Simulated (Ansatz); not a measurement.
# BCl3H2S: up Jacob's ladder to CCSD(T)

Aim: compute BCl3H2S with functionals from several rungs and with coupled cluster. The yardstick is the atomisation energy at the CCSD(T) limit.

Computed with Ansatz 0.2.0, Gaussian basis. Level: functionals in def2-TZVPP, the program's frozen cores in correlated methods.

The runs, in order: LDA (SPW92), PBE-D4, revPBE-D4, BLYP-D4, r2SCAN-D4, B97M-V, PBE0-D4, B3LYP-D4, r2SCANh-D4, r2SCAN0-D4, HSE06-D4, BHLYP-D4, CAM-B3LYP-D4, LC-ωPBE, ωB97X-V, ωB97M-V, B2PLYP, PBE-QIDH; CCSD(T)/def2-SVP; CCSD(T)/def2-TZVPP; MP2/def2-QZVPP; extrapolation to the limit; RPA on PBE.

### 1 Structure used throughout

The geometry comes from an earlier relaxation with PBE0-D4 in a triple-zeta def2 set; it is a stationary point, not always the lowest conformer.

7 atoms, charge 0, spin multiplicity 1.

Atoms are counted from 1 here; the program's logs count them from 0.

Bond lengths: S1–B2 2.105 Å, S1–H6 1.346 Å, S1–H7 1.346 Å, B2–Cl3 1.805 Å, B2–Cl4 1.804 Å, B2–Cl5 1.805 Å. Angles: B2–S1–H6 98.2°, B2–S1–H7 98.2°, H6–S1–H7 93.1°, S1–B2–Cl3 101.5°, S1–B2–Cl4 106.0°, S1–B2–Cl5 101.5°, Cl3–B2–Cl4 114.9°, Cl3–B2–Cl5 115.5°, Cl4–B2–Cl5 114.9°.

### 2 LDA

This LDA is Slater exchange with PW92 correlation.

File in.yaml:

```yaml
crystal:
  periodic: [false, false, false]
  atoms:
    - {symbol: S, position_ang: [-0.251120, 1.212509, 0.493074]}
    - {symbol: B, position_ang: [0.523346, -0.631959, -0.162739]}
    - {symbol: Cl, position_ang: [1.115126, -1.344333, 1.386388]}
    - {symbol: Cl, position_ang: [-0.857302, -1.509344, -0.923918]}
    - {symbol: Cl, position_ang: [1.807810, -0.094224, -1.310995]}
    - {symbol: H, position_ang: [-1.360005, 0.749686, 1.099648]}
    - {symbol: H, position_ang: [-0.916655, 1.549666, -0.627259]}
basis:
  gaussian: {orbitals: def2-TZVPP}
hamiltonian: {xc: lda}
output: {orbitals: {seedname: orbitals}}
```

Command:

```bash
$ ansatz run in.yaml --threads 4 --pin off --events-out ev --progress --plain --max-ram 10444MiB
```

Further steps of the session: PBE-D4 (GGA); revPBE-D4 (GGA); BLYP-D4 (GGA); r2SCAN-D4 (meta-GGA); B97M-V (meta-GGA); B3LYP-D4 (hybrid); r2SCANh-D4 (hybrid); r2SCAN0-D4 (hybrid); HSE06-D4 (hybrid); BHLYP-D4 (hybrid); CAM-B3LYP-D4 (range-separated); LC-ωPBE (range-separated); ωB97X-V (range-separated); ωB97M-V (range-separated); B2PLYP (double hybrid); PBE-QIDH (double hybrid); CCSD(T) in def2-SVP; CCSD(T) in def2-TZVPP; MP2 in def2-QZVPP; RPA on PBE orbitals.

Q: Predict the results of all the runs planned. Wanted: atomisation energy, CCSD(T)/CBS; farthest beyond LDA; mean size of error, GGA; mean size of error, meta-GGA; mean size of error, hybrid; mean size of error, range-separated; mean size of error, double hybrid; gap, smallest and largest; T1 diagnostic.

**Answer**, as computed:

```
                               quantity                                  value
        atomisation energy, CCSD(T)/CBS                          2124.1 kJ/mol
 functionals within 10.6 kJ/mol (0.5 %)                             r2SCAN0-D4
                    farthest beyond LDA                BHLYP-D4 (-84.5 kJ/mol)
                mean size of error, GGA                            39.3 kJ/mol
           mean size of error, meta-GGA                            42.5 kJ/mol
             mean size of error, hybrid                            33.3 kJ/mol
    mean size of error, range-separated                            24.7 kJ/mol
      mean size of error, double hybrid                            30.5 kJ/mol
              gap, smallest and largest  4.95 eV (BLYP-D4), 12.60 eV (LC-ωPBE)
                          T1 diagnostic                                 0.0099
triples share of the correlation energy                                  4.4 %
```

In words: The LDA atomisation energy is off by 378.7 kJ/mol (18 %): it overbinds. PBE-D4 is off by +73.0 kJ/mol. Double hybrids carry the basis error of their MP2 part in triple zeta, and no dispersion term here, so their miss is partly the set-up's. By mean error the best rung here is range-separated (24.7 kJ/mol) and the worst beyond LDA is meta-GGA (42.5 kJ/mol). The gap between the best rungs is small, so their order is not settled. The reference freezes the cores and leaves out relativity and excitations past (T), so misses under about 10.6 kJ/mol can't be ranked. Hartree-Fock recovers 72 % of the binding; the rest is correlation. CCSD(T) in def2-SVP is off by -135.0 kJ/mol, more than most functionals: a good method in a small basis is no reference. Orbital gaps span 5.0 to 12.6 eV; exact exchange widens them.
